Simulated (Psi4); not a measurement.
# GaSiH7O (SMILES [SiH3][OH+][GaH3-]): levels of theory compared

Wanted: a comparison of 5 runs (CAM-B3LYP/6-31G*, M06-2X/6-31G*, PBE0/6-31G*, wB97M-V/6-31G*, wB97X/6-31G*) of GaSiH7O. 

Program for the calculation: Psi4 1.11.

6 further runs of the same task are left out: 5 that didn't finish, 1 set aside as unsound or not needed. Runs told in other sessions of the task aren't counted.

### Step 1. Starting point

The species is GaSiH7O (10 atoms), meant as a singlet with charge 0. SMILES: `[SiH3][OH+][GaH3-]`. The Si1–H6 distance was set to 2.655 Å, away from the relaxed value. At this shape a bond of the SMILES string is far longer than usual.

Bond lengths: Si1–O2 1.685 Å, O2–Ga3 2.176 Å, Si1–H4 1.485 Å, Si1–H5 1.480 Å, O2–H7 0.960 Å, Ga3–H8 1.571 Å, Ga3–H9 1.583 Å, Ga3–H10 1.578 Å. Some angles: Si1–O2–Ga3 118.1°, Si1–O2–H7 117.7°, Ga3–O2–H7 112.1°, O2–Si1–H4 106.7°, O2–Si1–H5 110.5°, O2–Ga3–H8 100.1°, O2–Ga3–H9 92.2°, O2–Ga3–H10 95.6°, H4–Si1–H5 110.0°, H8–Ga3–H9 118.9°.

### Step 2. Energy and gradient at CAM-B3LYP/6-31G(d) (spherical functions) (run 1)

Input file gah7osi.xyz:

```xyz
10
GaH7OSi
Si    -0.816792    -0.386419    -1.669154
O     -1.104292    -1.300219    -0.282354
Ga     0.550008    -1.617519     1.095346
H     -2.099192    -0.326519    -2.414854
H      0.223908    -1.025819    -2.504754
H     -0.069600     2.013200    -0.814500
H     -1.655992    -2.081319    -0.369754
H     -0.025492    -0.919919     2.380446
H      1.553508    -0.813019     0.172746
H      0.538208    -3.192119     0.991046
```

Input file run.py:

```python
import numpy as np
from ase.calculators.psi4 import Psi4
from ase.io import read

atoms = read('gah7osi.xyz')
calc = Psi4(atoms=atoms, method='cam-b3lyp', basis='6-31G*', memory='2200MB', num_threads=1, charge=0, multiplicity=1, label='calc')
calc.psi4.set_options({'puream': True, 'e_convergence': 1e-09, 'd_convergence': 1e-08, 'scf_type': 'pk', 'dft_radial_points': 99, 'dft_spherical_points': 590})
atoms.calc = calc

forces = atoms.get_forces()
print(f'energy: {atoms.get_potential_energy():.6f} eV')
print('forces / eV A^-1')
print(np.round(forces, 5))
```

Run with:

```console
python run.py
```

calc.dat:

```text
[...]
  Running in c1 symmetry.
[...]
  Nuclear repulsion =  252.604080951678867
[...]
  Multiplicity = 1
[...]
  Nalpha       = 30
  Nbeta        = 30
[...]
    Number of basis functions: 78
[...]
   @RKS iter   1: -2291.43720216772272   -2.08366e+00   3.77906e-02 DIIS/ADIIS
[...]
   @RKS iter  13: -2293.43859262865726   -3.18323e-12   2.89277e-09 DIIS
[...]
  @RKS Final Energy: -2293.43859262865726
   => Energetics <=
    Nuclear Repulsion Energy =            252.6040809516788670
    One-Electron Energy =               -3694.9797034670987159
    Two-Electron Energy =                1231.3624500862631521
    DFT Exchange-Correlation Energy =     -82.4254201995003939
    Empirical Dispersion Energy =           0.0000000000000000
    VV10 Nonlocal Energy =                  0.0000000000000000
    Total Energy =                      -2293.4385926286572612
[...]
  -Total Gradient:
     Atom            X                  Y                   Z
    ------   -----------------  -----------------  -----------------
       1       -0.012264026469    -0.041789020267    -0.011746794363
       2       -0.006106895532    -0.007987826639    -0.002151996918
       3       -0.002096929665    -0.001168095120    -0.001018557982
       4       -0.000854264324    -0.003905292143    -0.001712785277
       5       -0.002118057521    -0.004600866281    -0.001810550233
       6        0.016420553476     0.050376661483     0.019036913621
       7        0.006378312207     0.006976390535    -0.000032077514
       8        0.000056873993     0.000401718846     0.000004817898
       9        0.000054842670     0.001191396000    -0.000796669867
      10        0.000519114504     0.000508554059     0.000212418924
[...]
```

Standard output:

```text
energy: -62407.642867 eV
forces / eV A^-1
[[ 6.30640e-01  2.14888e+00  6.04040e-01]
 [ 3.14030e-01  4.10750e-01  1.10660e-01]
 [ 1.07830e-01  6.00700e-02  5.23800e-02]
 [ 4.39300e-02  2.00820e-01  8.80700e-02]
 [ 1.08910e-01  2.36590e-01  9.31000e-02]
 [-8.44380e-01 -2.59047e+00 -9.78920e-01]
 [-3.27990e-01 -3.58740e-01  1.65000e-03]
 [-2.92000e-03 -2.06600e-02 -2.50000e-04]
 [-2.82000e-03 -6.12600e-02  4.09700e-02]
 [-2.66900e-02 -2.61500e-02 -1.09200e-02]]
```

Run time: 24 s. Hardware: 1 thread of AMD EPYC 9R45 (Zen 5), shared host; peak memory 1.4 GiB.

### Step 3. Energy and forces at M06-2X/6-31G(d) (spherical functions) (run 2)

Input file job.inp:

```
memory 2200 mb

molecule geom {
  0 1
  Si
  O 1 1.685497
  Ga 2 2.176108 1 118.05296
  H 1 1.484657 2 106.72622 3 -179.80058
  H 1 1.479904 4 109.95331 2 119.88182
  H 1 2.6546 5 111.98743 4 -124.69543
  H 2 0.960275 1 117.65245 5 -78.78373
  H 3 1.57141 2 100.05588 7 -100.06767
  H 3 1.582853 8 118.89619 2 98.21709
  H 3 1.578095 8 119.62106 9 159.35152
  symmetry c1
}

set reference rks
set puream true
set e_convergence 1e-09
set d_convergence 1e-08
set scf_type pk
set dft_radial_points 99
set dft_spherical_points 590

energy_value, wavefunction = gradient('m06-2x/6-31G*', return_wfn=True)
oeprop(wavefunction, 'DIPOLE', 'MULLIKEN_CHARGES', 'QUADRUPOLE', title='M06-2X')
```

Run with:

```console
psi4 job.inp job.out -n 1
```

job.out:

```text
[...]
  Running in c1 symmetry.
[...]
  Nuclear repulsion =  252.604078659380093
[...]
  Multiplicity = 1
[...]
  Nalpha       = 30
  Nbeta        = 30
[...]
    Number of basis functions: 78
[...]
   @RKS iter   1: -2291.36812139207314   -2.32968e+00   3.64049e-02 ADIIS/DIIS
[...]
   @RKS iter  13: -2293.26813029035975   -1.81899e-12   3.61862e-09 DIIS
[...]
  @RKS Final Energy: -2293.26813029035975
   => Energetics <=
    Nuclear Repulsion Energy =            252.6040786593800931
    One-Electron Energy =               -3695.9777274290618152
    Two-Electron Energy =                1200.7333253046374466
    DFT Exchange-Correlation Energy =     -50.6278068253158438
    Empirical Dispersion Energy =           0.0000000000000000
    VV10 Nonlocal Energy =                  0.0000000000000000
    Total Energy =                      -2293.2681302903602045
[...]
  -Total Gradient:
     Atom            X                  Y                   Z
    ------   -----------------  -----------------  -----------------
       1       -0.036829715468     0.019388524670     0.017971479688
       2       -0.006188110036     0.007719829987     0.002097220999
       3       -0.001557184598     0.000780183587     0.000716685664
       4       -0.003856291694     0.002591290639     0.000420417812
       5       -0.004591388405     0.002884982911     0.000526010620
       6        0.046844718549    -0.026758925427    -0.014808555777
       7        0.004658882993    -0.007713247497    -0.004926604479
       8       -0.004353975661    -0.000321299551    -0.002915695038
       9        0.000810084163     0.002799538167     0.003984402332
      10        0.005077773135    -0.001383375729    -0.002875877866
[...]
```

Wall time 33 s (1 thread of AMD EPYC 9R45 (Zen 5), shared host); peak memory 1.5 GiB.

Runs 3 to 4 aren't shown in full; the table further down has their settings and results.

### Step 4. The energy at wB97X/6-31G(d) (spherical functions) (run 5)

gah7osi.xyz is that of step 2.

Input file run.py:

```python
import psi4

psi4.set_memory('2200 MB')
psi4.set_num_threads(1)
psi4.core.set_output_file('output.dat', False)

with open('gah7osi.xyz') as f:
    atoms = ''.join(f.readlines()[2:])
m = psi4.geometry('0 1\n' + atoms + 'symmetry c1')

psi4.set_options(dict(puream=True, e_convergence=1e-09, d_convergence=1e-08, scf_type='pk', dft_radial_points=99, dft_spherical_points=590))

E = psi4.energy("wb97x/6-31G*", molecule=m)
print(f'total energy {E:.8f} hartree = {E * 27.211386:.5f} eV')
```

Run with:

```console
python run.py
```

output.dat:

```text
[...]
  Running in c1 symmetry.
[...]
  Nuclear repulsion =  252.604080951678867
[...]
  Multiplicity = 1
[...]
  Nalpha       = 30
  Nbeta        = 30
[...]
    Number of basis functions: 78
[...]
   @RKS iter   1: -2291.38381843669640   -2.25798e+00   3.76322e-02 DIIS/ADIIS
[...]
   @RKS iter  13: -2293.36697507563258   -4.09273e-12   3.94408e-09 DIIS
[...]
  @RKS Final Energy: -2293.36697507563258
   => Energetics <=
    Nuclear Repulsion Energy =            252.6040809516788670
    One-Electron Energy =               -3694.9629754685115586
    Two-Electron Energy =                1231.4404940652914320
    DFT Exchange-Correlation Energy =     -82.4485746240915489
    Empirical Dispersion Energy =           0.0000000000000000
    VV10 Nonlocal Energy =                  0.0000000000000000
    Total Energy =                      -2293.3669750756325811
[...]
 Multipole Moments:
 ------------------------------------------------------------------------------------
     Multipole            Electronic (a.u.)      Nuclear  (a.u.)        Total (a.u.)
 ------------------------------------------------------------------------------------
 L = 1.  Multiply by 2.5417464519 to convert [e a0] to [Debye]
 Dipole X            :          3.9382152           -5.0593368           -1.1211216
 Dipole Y            :         -5.2167782            4.6774899           -0.5392883
 Dipole Z            :          8.3369113           -9.6131253           -1.2762141
 Magnitude           :                                                    1.7822648
[...]
```

Standard output:

```text
total energy -2293.36697508 hartree = -62405.69400 eV
```

Wall time 15 s (1 thread of AMD EPYC 9R45 (Zen 5), shared host); peak memory 1.3 GiB.

### Step 5. The series

```csv
run,level,task,energy (Eh),dipole moment (D),HOMO energy (eV),LUMO energy (eV),wall time
1,CAM-B3LYP/6-31G* (spherical functions),gradient,-2293.438593,4.47,-8.65,-1.89,24 s
2,M06-2X/6-31G* (spherical functions),gradient,-2293.268130,4.46,-8.34,-2.13,33 s
3,PBE0/6-31G* (spherical functions),gradient,-2292.881597,4.36,-7.45,-2.97,20 s
4,wB97M-V/6-31G* (spherical functions),energy,-2293.173830,4.40,-9.32,-1.11,2.9 min
5,wB97X/6-31G* (spherical functions),energy,-2293.366975,4.53,-9.62,-0.92,15 s
```

### Step 6. What came out

```
            quantity           value
 run 5: total energy  -2293.36698 Eh
run 5: dipole moment          4.53 D
  run 5: HOMO energy        -9.62 eV
  run 5: LUMO energy        -0.92 eV
run 5: HOMO–LUMO gap         8.70 eV
```

**Reading.** The dipole moment (its size) runs from 4.36 D (PBE0/6-31G*) to 4.53 D (wB97X/6-31G*). The HOMO–LUMO gap runs from 4.49 eV (PBE0/6-31G*) to 8.70 eV (wB97X/6-31G*). Totals of different functionals can't be ranked against each other. In all runs a closed-shell determinant meets a far-stretched bond; if it breaks into open shells, such a determinant describes it badly, and no broken-symmetry solution was shown. All runs together took 4.4 min, the longest 2.9 min.
